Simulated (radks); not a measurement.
# Ionisation of Tb: one atom, several choices of relativity

An exercise on one series of results from a longer session: the logs are not shown, and one member is left open.

The numbers are computed with radks (a radial shooting solver on a logarithmic mesh, Libxc functionals) version 1 (Kohn-Sham, PBE, spin-unpolarised, spherical densities), except any that are marked as measured or tabulated.

## The system

| Item | Value |
| --- | --- |
| element | terbium (Z = 65) |
| charge | 0 |
| electrons | 65 |
| configuration | [Xe] 4f9 6s2 |
| ion | Tb⁺, [Xe] 4f9 6s1 |
| choices | non-relativistic; scalar-relativistic; Dirac, 2j+1 shares; Dirac, low j first; scalar-relativistic, finite nucleus; Dirac, 2j+1 shares, finite nucleus; Dirac, c × 3; Dirac, c × 0.75; Dirac, c × 5 |

Set-up of the first run:

The run's settings:

```text
Z 65
configuration [Xe] 4f9 6s2 5d0 6p0
relativity non-relativistic
functional pbe,pbe
spin unpolarised
nucleus point
```

Among the steps run: non-relativistic: Tb.

One of the session's tables, all rows but one given; the rest of the session is left out.

It belongs to the step «non-relativistic: Tb». Sizes of the orbitals, from the radial functions (bohr):

| level | <r> | outermost maximum (interpolated) | 90 % within | nodes |
| --- | --- | --- | --- | --- |
| 4p | 0.5905 | 0.542 | 0.858 | 2 |
| 4d | 0.6248 | 0.548 | 0.939 | 1 |
| 5s | ? | ? | ? | ? |
| 5p | 1.620 | 1.39 | 2.39 | 3 |
| 4f | 0.8544 | 0.545 | 1.48 | 0 |
| 6s | 4.439 | 3.80 | 6.55 | 5 |
| 5d | 3.144 | 2.03 | 5.31 | 2 |
| 6p | 5.932 | 4.88 | 8.93 | 4 |

**Question.** Estimate the row for 5s.

As computed: <r>: 1.426; outermost maximum (interpolated): 1.27; 90 % within: 2.06; nodes: 4. In the column «<r>» it lies between 4f (0.8544) and 5p (1.620).

To keep in mind: Spin polarisation and multiplet splitting of open shells are left out at every level.
